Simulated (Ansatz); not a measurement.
**ClHSZn: basis-set convergence**

Aim: see how fast density functionals converge with the basis set for ClHSZn.

Method: one geometry, several basis sets; program: Ansatz 0.2.0, Gaussian basis.

Levels to be run: PBE0-D4/def2-SVP; ωB97M-V/def2-SVP; PBE0-D4/def2-QZVPP; ωB97M-V/def2-QZVPP; the functionals' def2-TZVPP values are taken from earlier runs.

### Step 1. The geometry

An earlier PBE0-D4 in a triple-zeta def2 set relaxation fixed the geometry.

SMILES `[SH][Zn][Cl]`, 4 atoms, charge 0, spin multiplicity 1.

Atoms are counted from 1 here; the program's logs count them from 0.

Bond lengths: S1–Zn2 2.153 Å, S1–H4 1.345 Å, Zn2–Cl3 2.095 Å. Angles: Zn2–S1–H4 92.5°, S1–Zn2–Cl3 179.2°.

### Step 2. PBE0-D4 in def2-SVP

Input file in.yaml:

```yaml
crystal:
  periodic: [false, false, false]
  atoms:
    - {symbol: S, position_ang: [-0.520342, 1.236021, -0.882898]}
    - {symbol: Zn, position_ang: [-0.030697, -0.669042, -0.008570]}
    - {symbol: Cl, position_ang: [0.430132, -2.537068, 0.821261]}
    - {symbol: H, position_ang: [0.176408, 1.909689, 0.049907]}
basis:
  gaussian: {orbitals: def2-SVP}
hamiltonian: {xc: pbe0, dispersion: d4}
output: {orbitals: {seedname: orbitals}}
```

Run with:

```console
$ ansatz run in.yaml --threads 4 --pin off --events-out ev --progress --plain --max-ram 10444MiB
```

The runs that follow: ωB97M-V in def2-SVP; PBE0-D4 in def2-QZVPP; ωB97M-V in def2-QZVPP.

**Question.** What will the summary of the whole plan be? Wanted: PBE0-D4: double and triple zeta above quadruple; ωB97M-V: double and triple zeta above quadruple.

The runs gave:

```
                                       quantity           value
PBE0-D4: double and triple zeta above quadruple  17.18, 1.93 eV
ωB97M-V: double and triple zeta above quadruple  17.04, 1.86 eV
```

What this shows: For PBE0-D4 the step from double to triple zeta gains 15.25 eV and the next only 1.93 eV. Total energies overstate the basis error of differences, where much of it tends to cancel.
